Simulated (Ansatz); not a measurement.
# AlClF2: the cost of one run

Method: DFT PBE, scalar-relativistic, plane waves, PAW, in Ansatz 0.2.0.

1 further run of the same task is left out (it didn't finish).

## (1) The structure to begin with

Symmetry: P6/mmm, No. 191, hexagonal system. The conventional cell has a = 4.279 Å, b = 4.279 Å, c = 8.434 Å, α = 90.00°, β = 90.00°, γ = 120.00°. Al (site symmetry -6m2) is surrounded by 3 Al at 2.47 Å and 6 F at 2.56 Å. Around Cl (site symmetry 6mm) lie 1 F at 1.58 Å. Around F (site symmetry -6m2) lie 3 F at 2.47 Å. F (site symmetry 6mm) has 1 F at 1.32 Å and 1 Cl at 1.58 Å in its first shell of neighbours.

As a file:

```
Al Cl F
1.0
     4.27904    0.00000    0.00000
    -2.13952    3.70575    0.00000
     0.00000    0.00000    8.43390
Al Cl F
2 2 4
Cartesian
  0.0000 2.4705 0.0000
  2.1395 1.2353 0.0000
  0.0000 0.0000 6.1947
  0.0000 0.0000 2.2392
  0.0000 2.4705 4.2169
  2.1395 1.2353 4.2169
  0.0000 0.0000 7.7716
  0.0000 0.0000 0.6623
```

Recipe of the guess: random cell by space group and Wyckoff sites (P6/mmm, No. 191). The dimensions are guesses.

## (2) The guess as it stands, on a coarse mesh

input.yaml reads:

```yaml
crystal:
  lattice:
    - [4.27903567, 0.0, 0.0]
    - [-2.13951784, 3.7057536, 0.0]
    - [0.0, 0.0, 8.43389644]
  atoms:
    - { symbol: Al, position: [0.33333333, 0.66666667, 0.0] }
    - { symbol: Al, position: [0.66666667, 0.33333333, 0.0] }
    - { symbol: Cl, position: [0.0, 0.0, 0.73449951] }
    - { symbol: Cl, position: [0.0, 0.0, 0.26550049] }
    - { symbol: F, position: [0.33333333, 0.66666667, 0.5] }
    - { symbol: F, position: [0.66666667, 0.33333333, 0.5] }
    - { symbol: F, position: [0.0, 0.0, 0.92147511] }
    - { symbol: F, position: [0.0, 0.0, 0.07852489] }
basis:
  ecutwfc: 420
kpoints:
  mp_grid: { grid: [6, 6, 2] }
hamiltonian:
  xc: pbe
scf:
  occupations: { method: gaussian, width: 0.1 }
  lower_state_search: "off"
output:
  forces: true
  stress: true
  eigenvalues: true
```

Launch:

```sh
> ansatz run input.yaml --threads 1 --pin off --max-ram 2560MiB --backend cpu --events-out ev --progress --plain --runs-dir out
```

**Question.** How long does this run take on 1 thread of Arm Neoverse V2, shared host, and how much memory does it need?

About 4.4 s, with a peak of 0.36 GiB.
